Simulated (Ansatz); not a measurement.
# ScF3: a short molecular-dynamics run

A trajectory of ScF3, a randomly packed cell with 8 atoms that was not relaxed first: 40 steps of 1 fs at constant energy, with velocities drawn for 300 K.

Program: Ansatz 0.2.0. Level of theory: DFT PBEsol, plane waves, PAW, scalar-relativistic, no spin polarisation. These are calculated values, not measurements.

**1. The structure to begin with**

The cell holds 8 atoms (F6Sc2): a = 4.740 Å, b = 5.786 Å, c = 4.673 Å, α = 71.96°, β = 87.55°, γ = 78.96°.

Coordinates:

```cif
data_structure
_symmetry_space_group_name_H-M 'P 1'
_symmetry_Int_Tables_number 1
_cell_length_a 4.7404
_cell_length_b 5.7861
_cell_length_c 4.6732
_cell_angle_alpha 71.956
_cell_angle_beta 87.546
_cell_angle_gamma 78.962
_cell_volume 119.60
loop_
_atom_site_label
_atom_site_type_symbol
_atom_site_fract_x
_atom_site_fract_y
_atom_site_fract_z
_atom_site_occupancy
Sc1 Sc 0.15408 0.01570 0.97605 1
Sc2 Sc 0.74329 0.62921 0.43595 1
F1 F 0.89055 0.10902 0.45317 1
F2 F 0.53722 0.31051 0.88957 1
F3 F 0.68029 0.93684 0.76711 1
F4 F 0.54336 0.11674 0.28693 1
F5 F 0.38416 0.31638 0.51615 1
F6 F 0.02571 0.48364 0.99431 1
```

**2. The run**

input.yaml

```yaml
crystal:
  lattice:
    - [4.709661, 0.472924, -0.258284]
    - [0.6143, 5.631156, 1.179649]
    - [0.407917, 0.472683, 4.631313]
  atoms:
    - { symbol: Sc, position: [0.154085, 0.015702, 0.976046] }
    - { symbol: Sc, position: [0.74329, 0.629215, 0.435946] }
    - { symbol: F, position: [0.890546, 0.109015, 0.453167] }
    - { symbol: F, position: [0.537221, 0.310509, 0.889565] }
    - { symbol: F, position: [0.680286, 0.936838, 0.767105] }
    - { symbol: F, position: [0.543364, 0.116744, 0.286926] }
    - { symbol: F, position: [0.384158, 0.316382, 0.516146] }
    - { symbol: F, position: [0.025712, 0.483642, 0.994313] }
kpoints:
  mp_grid: { grid: [3, 3, 3] }
magnetization:
  spin_polarized: false
scf:
  occupations: { method: gaussian, width: 0.1 }
hamiltonian:
  pseudopotentials: { kind: paw }
  xc: pbesol
basis:
  ecutwfc: 420
md:
  timestep: 1.0
  n_steps: 40
  ensemble: nve
  temperature: 300.0
  initial_velocities: maxwell_boltzmann
  seed: 524338
```

On the command line:

```bash
> ansatz run input.yaml --threads 2 --pin off --max-ram 2560MiB --backend cpu --events-out ev --progress --plain --runs-dir out
```

Output, cut to the lines that bear on the results:

```text
Warning: md: disabling space-group detection — thermal motion breaks the input geometry's symmetry, so no spatial operation reduces the k-mesh or symmetrises the density; time reversal is kept, so that k and −k are solved as one point where they differ and the mesh holds both, and exact [...]
Warning: RAYON_NUM_THREADS=2 ignored (pool sized by the plan → 2); use --threads N
[...]
Pseudopotentials: kind: paw
Pseudopotential: Sc, paw, valence charge 11, recommended cutoff 420 eV (normal), Sc.paw.azcp
Pseudopotential: F, paw, valence charge 7, recommended cutoff 420 eV (normal), F.paw.azcp
Functional definition: PBEsol
[...]
Crystal: 8 atoms, lattice volume = 119.601 Å³
Basis set: ecut = 420 eV, 2339 PW (Γ), exchange–correlation on 64×80×64 points (8 copies of the dense FFT grid, shifted against one another)
Bands: 40, of which v1, the nominal top of the filled ones, is band 32 counted from 1 (31 counted from 0)
Symmetry: 1 space group operations
k-points: 14 of 27 (time reversal used)
[...]
SCF iter   1: F=—  HF=-9019.397168 eV  |F-HF|=—  |Δ(HF+E_count)|=         —  Δρ=3.27e-2  dr2=1.51e0  ethr=1.77e-3  ⟨swp⟩=5.1  Hψ=2076  notcnv=0
[...]
md step     0: t =     0.00 fs  T =   300.0 K  F+E_penalty+E_count = -9019.29790537 eV  E_kin = 0.271446 eV  conserved = -9019.02645937 eV  (13 SCF iters)
[...]
md step     1: t =     1.00 fs  T =   410.5 K  F+E_penalty+E_count = -9019.39805122 eV  E_kin = 0.371430 eV  conserved = -9019.02662161 eV  (11 SCF iters)
[...]
SCF iter   8: F=—  HF=-9019.590828 eV  |F-HF|=—  |Δ(HF+E_count)|=   2.22e-6  Δρ=2.24e-5  dr2=8.58e-7  ethr=4.94e-9  ⟨swp⟩=1.7  Hψ=570  notcnv=0
```

**3. The output, continued**

The log, continued, cut to the lines that bear on the results:

```text
SCF iter   9: F=—  HF=-9019.590828 eV  |F-HF|=—  |Δ(HF+E_count)|=   4.53e-8  Δρ=1.00e-5  dr2=1.66e-7  ethr=1.34e-9  ⟨swp⟩=1.6  Hψ=569  notcnv=0
[...]
md step     2: t =     2.00 fs  T =   623.1 K  F+E_penalty+E_count = -9019.59082802 eV  E_kin = 0.563804 eV  conserved = -9019.02702357 eV  (12 SCF iters)
[...]
md step    11: t =    11.00 fs  T =  5456.7 K  F+E_penalty+E_count = -9023.96894623 eV  E_kin = 4.937318 eV  conserved = -9019.03162864 eV  (6 SCF iters)
[...]
md step    20: t =    20.00 fs  T = 11092.8 K  F+E_penalty+E_count = -9029.07192252 eV  E_kin = 10.037017 eV  conserved = -9019.03490566 eV  (11 SCF iters)
[...]
md step    29: t =    29.00 fs  T = 12926.0 K  F+E_penalty+E_count = -9030.73225097 eV  E_kin = 11.695703 eV  conserved = -9019.03654819 eV  (7 SCF iters)
[...]
NSCF: frozen V_eff on 14 k-points
[...]
SCF converged after 11 iterations
Free energy (F): -9028.986788 eV
[...]
E sigma→0 (E₀):  -9028.986788 eV
Fermi energy:    4.667727 eV
[...]
--- Forces (eV/Å), atoms counted from 1 ---
  atom   1  Sc     1.49485426     1.55596890    -0.67272619
  atom   2  Sc     4.25381228     4.29431415    -5.67560621
  atom   3  F     -1.95858353     1.35327283     2.11919209
  atom   4  F     -4.56962978    -9.10329719     4.56205486
  atom   5  F      1.48490621     0.54202522    -5.10718763
  atom   6  F     -3.49363667     3.62233150     3.25413513
  atom   7  F     -1.25533477    -1.21073355     0.69217501
  atom   8  F      4.04360780    -1.05384562     0.82796443
[...]
--- Band table (eV; the first three rows and the last of 14) ---
[...]
--- MD trajectory: 40 steps, t = 0.0 → 40.0 fs ---
  final state: T = 11005.1 K   F+E_penalty+E_count = -9028.98678781 eV   E_kin = 9.957650 eV
  conserved energy: peak-to-peak 1.028e-2 eV (1.284e-3 eV/atom) over 40.0 fs
```

Wall time 3.6 min (2 threads of Arm Neoverse N1, shared host); peak memory 0.39 GiB.

**4. Frames and traces**

The trajectory, every 3 steps (energies from step 0); msd is the mean square displacement from the start, the centre of mass held:

```csv
time (fs),T (K),potential energy change (meV/atom),total energy change (meV/atom),msd F (Å²),msd Sc (Å²)
0.0,300,0.0,0.00,0.000,0.000
3.0,931,-71.5,-0.14,0.001,0.000
6.0,2313,-228.1,-0.40,0.004,0.001
9.0,4130,-433.7,-0.57,0.017,0.002
12.0,6135,-660.6,-0.68,0.044,0.005
15.0,8160,-889.8,-0.82,0.094,0.009
18.0,10027,-1101.1,-0.97,0.171,0.016
21.0,11554,-1273.9,-1.10,0.280,0.026
24.0,12588,-1391.0,-1.21,0.423,0.042
27.0,13011,-1438.9,-1.28,0.598,0.065
30.0,12781,-1412.8,-1.21,0.801,0.095
33.0,12057,-1330.6,-0.90,1.020,0.135
36.0,11274,-1241.7,-0.51,1.244,0.186
39.0,10950,-1204.8,-0.32,1.462,0.247
40.0,11005,-1211.1,-0.33,1.532,0.270
```

time (fs), T (K) and a bar:
```
      0.0        300 
      2.0        623 #
      3.0        931 #
      5.0       1788 ####
      7.0       2885 ######
      9.0       4130 #########
     10.0       4786 ###########
     12.0       6135 ##############
     14.0       7493 #################
     16.0       8809 ####################
     17.0       9434 ######################
     19.0      10582 ########################
     21.0      11554 ###########################
     23.0      12306 ############################
     24.0      12588 #############################
     26.0      12943 ##############################
     28.0      13005 ##############################
     30.0      12781 #############################
     31.0      12578 #############################
     33.0      12057 ############################
     35.0      11508 ##########################
     37.0      11094 #########################
     38.0      10981 #########################
     40.0      11005 #########################
```

**5. Frames from the trajectory**

Positions (Å) and forces (eV/Å):

```xyz
8
Lattice="4.710 0.473 -0.258 0.614 5.631 1.180 0.408 0.473 4.631" Properties=species:S:1:pos:R:3:forces:R:3 pbc="T T T" time_fs=5.0 T=1788 dE=-1.3492
Sc    1.107    0.635    4.496    0.338    3.835   -0.968
Sc    4.077    4.110    2.563   -0.227   -1.258    1.456
F     4.509    1.252    1.990    6.080    0.994   -0.691
F     3.122    2.438    4.356    1.714    2.416   -0.960
F     4.079    5.917    4.520   -1.548   -3.338    3.556
F     2.746    0.994    1.331   -3.448   -5.772   -2.201
F     2.186    2.234    2.663   -2.097    2.668   -0.029
F     0.803    3.208    5.148   -0.811    0.456   -0.163
8
Lattice="4.710 0.473 -0.258 0.614 5.631 1.180 0.408 0.473 4.631" Properties=species:S:1:pos:R:3:forces:R:3 pbc="T T T" time_fs=10.0 T=4786 dE=-4.0642
Sc    1.081    0.669    4.488    0.470    4.112   -0.960
Sc    4.087    4.112    2.565   -0.576   -1.297    1.807
F     4.648    1.267    1.974    3.330   -0.157   -0.209
F     3.182    2.484    4.352    2.261    2.407   -0.919
F     4.046    5.832    4.603   -0.927   -2.117    2.392
F     2.700    0.866    1.308   -2.021   -5.682   -1.259
F     2.132    2.294    2.661   -2.001    2.393   -0.586
F     0.772    3.217    5.125   -0.537    0.341   -0.267
8
Lattice="4.710 0.473 -0.258 0.614 5.631 1.180 0.408 0.473 4.631" Properties=species:S:1:pos:R:3:forces:R:3 pbc="T T T" time_fs=15.0 T=8160 dE=-7.1184
Sc    1.059    0.724    4.475    0.804    4.232   -0.887
Sc    4.094    4.107    2.577   -1.134   -1.372    2.087
F     4.830    1.280    1.955    1.260   -1.002    0.110
F     3.270    2.560    4.336    2.608    1.848   -0.929
F     4.001    5.720    4.716   -0.635   -1.085    1.521
F     2.629    0.666    1.269   -0.999   -4.750   -0.766
F     2.052    2.385    2.652   -1.793    1.996   -0.736
F     0.734    3.229    5.098   -0.111    0.133   -0.401
8
Lattice="4.710 0.473 -0.258 0.614 5.631 1.180 0.408 0.473 4.631" Properties=species:S:1:pos:R:3:forces:R:3 pbc="T T T" time_fs=20.0 T=11093 dE=-9.7740
Sc    1.041    0.802    4.457    1.087    3.862   -0.748
Sc    4.095    4.095    2.599   -1.390   -1.404    2.054
F     5.029    1.282    1.937   -0.172   -1.327    0.406
F     3.391    2.659    4.308    1.940    0.738   -1.375
F     3.948    5.593    4.849   -0.601   -0.307    0.679
F     2.544    0.406    1.220   -0.210   -3.069   -0.280
F     1.949    2.501    2.634   -1.257    1.699   -0.198
F     0.695    3.243    5.067    0.602   -0.192   -0.537
8
Lattice="4.710 0.473 -0.258 0.614 5.631 1.180 0.408 0.473 4.631" Properties=species:S:1:pos:R:3:forces:R:3 pbc="T T T" time_fs=25.0 T=12802 dE=-11.3217
Sc    1.029    0.901    4.435    1.198    3.296   -0.672
Sc    4.089    4.075    2.633   -0.940   -1.761    1.769
F     5.225    1.266    1.925   -1.260   -1.224    0.763
F     3.535    2.767    4.263    0.415   -0.638   -1.965
F     3.887    5.463    4.990   -0.468    0.153   -0.652
F     2.457    0.108    1.168    0.057   -0.894    0.855
F     1.831    2.638    2.614   -0.812    1.495    0.415
F     0.664    3.255    5.029    1.811   -0.426   -0.513
8
Lattice="4.710 0.473 -0.258 0.614 5.631 1.180 0.408 0.473 4.631" Properties=species:S:1:pos:R:3:forces:R:3 pbc="T T T" time_fs=30.0 T=12781 dE=-11.3025
Sc    1.023    1.017    4.410    1.206    2.843   -0.670
Sc    4.078    4.046    2.675    0.905   -2.324    0.998
F     5.407    1.236    1.922   -1.862   -0.690    1.181
F     3.684    2.866    4.193   -1.930   -2.705   -1.874
F     3.821    5.334    5.122    0.081    0.229   -2.985
F     2.368   -0.200    1.128   -1.230    1.990    2.627
F     1.702    2.795    2.599   -0.713    1.057    0.800
F     0.657    3.262    4.984    3.543   -0.400   -0.077
8
Lattice="4.710 0.473 -0.258 0.614 5.631 1.180 0.408 0.473 4.631" Properties=species:S:1:pos:R:3:forces:R:3 pbc="T T T" time_fs=35.0 T=11508 dE=-10.1462
Sc    1.023    1.148    4.380    1.268    2.408   -0.682
Sc    4.073    4.005    2.723    3.721   -0.863   -1.501
F     5.565    1.197    1.934   -1.998    0.217    1.637
F     3.808    2.929    4.101   -4.206   -5.891    0.417
F     3.756    5.208    5.215    0.981    0.258   -5.413
F     2.263   -0.484    1.120   -3.673    4.203    4.016
F     1.564    2.964    2.594   -0.886    0.162    0.903
F     0.695    3.263    4.939    4.793   -0.495    0.622
8
Lattice="4.710 0.473 -0.258 0.614 5.631 1.180 0.408 0.473 4.631" Properties=species:S:1:pos:R:3:forces:R:3 pbc="T T T" time_fs=40.0 T=11005 dE=-9.6889
Sc    1.030    1.293    4.348    1.495    1.556   -0.673
Sc    4.087    3.961    2.761    4.254    4.294   -5.676
F     5.698    1.162    1.967   -1.959    1.353    2.119
F     3.881    2.918    4.018   -4.570   -9.103    4.562
F     3.704    5.086    5.243    1.485    0.542   -5.107
F     2.113   -0.717    1.162   -3.494    3.622    3.254
F     1.414    3.135    2.600   -1.255   -1.211    0.692
F     0.791    3.258    4.902    4.044   -1.054    0.828
```

**6. Summary of results**

| quantity | value |
| --- | --- |
| length | 40 steps of 1 fs |
| temperature, first and last step | 300 and 11005 K |
| temperature, second half | mean 12025 K, from 10950 to 13011 K |
| potential energy, second half | -1327 meV/atom from the start |
| largest change of the total energy | 1.28 meV/atom |
| mean square displacement, second half | F 0.833, Sc 0.114 Å² |

**Reading.** The temperature starts at 300 K and averages 12025 K in the second half, where it ranges from 10950 to 13011 K; the start was no minimum (force components up to 7.6 eV/Å), and the potential energy that it sheds (1327 meV/atom) turns into motion. The total energy strays from its start by at most 1.28 meV/atom, 0.1 % of the mean kinetic energy, so a step of 1 fs is short enough over this time. Over the second half F atoms stand 0.9 Å (root mean square) from where they began, and the farthest move is 1.9 Å. 40 fs on 8 atoms is far too short and small for converged averages. The k-mesh is coarse for this cell.
